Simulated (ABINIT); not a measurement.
Wanted: the native input for an ABINIT 10.8.3 (patched build) run.

```
Task                : band structure
Functional          : PBEsol
Potentials or basis : JTH PAW PBE v2.0
Cutoff              : 517 eV
k mesh              : 11 × 11 × 11
Occupations         : fermi-dirac, width 0.05 eV
Spin                : no spin polarisation
Fine-grid cutoff    : 1034.03 eV
```

The system is TaAs.

```
Ta As
1.0
    -1.72181    1.72181    5.86794
     1.72181   -1.72181    5.86794
     1.72181    1.72181   -5.86794
Ta As
2 2
Direct
  0.49997 0.49997 0.00000
  0.24997 0.74997 0.50000
  0.08263 0.08263 0.00000
  0.83263 0.33263 0.50000
```

The cell is a database's computed one.

The input as run:

run.abi

```
# Datasets: ground state, then fixed potential
ndtset 2

# Pseudopotentials
pp_dirpath "./"
pseudos "Ta.GGA_PBE-JTH.xml, As.GGA_PBE-JTH.xml"

# Structure
acell 3*1.0 Angstrom
rprim
    -1.7218133622     1.7218133622     5.8679415361
     1.7218133622    -1.7218133622     5.8679415361
     1.7218133622     1.7218133622    -5.8679415361
ntypat 2
znucl 73 33
natom 4
typat 1 1 2 2
xred
     0.4999673000     0.4999673000     0.0000000000
     0.2499673000     0.7499673000     0.5000000000
     0.0826321200     0.0826321200     0.0000000000
     0.8326321200     0.3326321200     0.5000000000

# Plane-wave basis
ecut 19.0
pawecutdg 38.0
pawxcdev 0

# Exchange and correlation
ixc -116133

# Bands and occupations
occopt 3
tsmear 0.00183747

# SCF cycle
nstep 100

# Output
iomode 3
prtwf 0
prteig 0
prtebands 0
prtden1 1

# Dataset 1
kptopt1 1
ngkpt1 11 11 11
nshiftk1 1
shiftk1 0.0 0.0 0.0
nband1 34
tolvrs1 1.0e-9

# Dataset 2: bands along G-X-Y-S-G-Z-S1-N-P-Y1-Z
iscf2 -2
getden2 1
nband2 40
nbdbuf2 4
tolwfr2 1.0e-11
kptopt2 -10
ndivsm2 8
prteig2 1
prtvol2 -3
kptbounds2
     0.0000000000     0.0000000000     0.0000000000
    -0.5000000000     0.5000000000     0.0000000000
    -0.5000000000     0.5000000000    -0.0430497462
    -0.2715248731     0.2715248731    -0.2715248731
     0.0000000000     0.0000000000     0.0000000000
     0.5000000000     0.5000000000    -0.5000000000
     0.2715248731     0.7284751269    -0.7284751269
     0.0000000000     0.5000000000    -0.5000000000
    -0.2500000000     0.7500000000    -0.2500000000
     0.0430497462     0.9569502538    -0.5000000000
     0.5000000000     0.5000000000    -0.5000000000
```

Potentials or basis: JTH PAW PBE v2.0.

The run is started by

```sh
$ abinit run.abi > log 2>&1
```

Results of the run:

* Pressure: -3.7 GPa
* Largest force: 0.023 eV/Å
* Band gap on the k mesh: none (metal or under the smearing width)
* Valence electrons inside the program's atomic spheres: Ta 10.56; As 12.82

Caveat: the PAW data sets were made with another functional, which shifts forces and pressure a little; spin-orbit coupling is left out, which moves the levels of the heavy elements.

Wall time 44 min on 1 thread of Arm Neoverse V2, with other jobs on the host, peak memory 0.83 GiB.
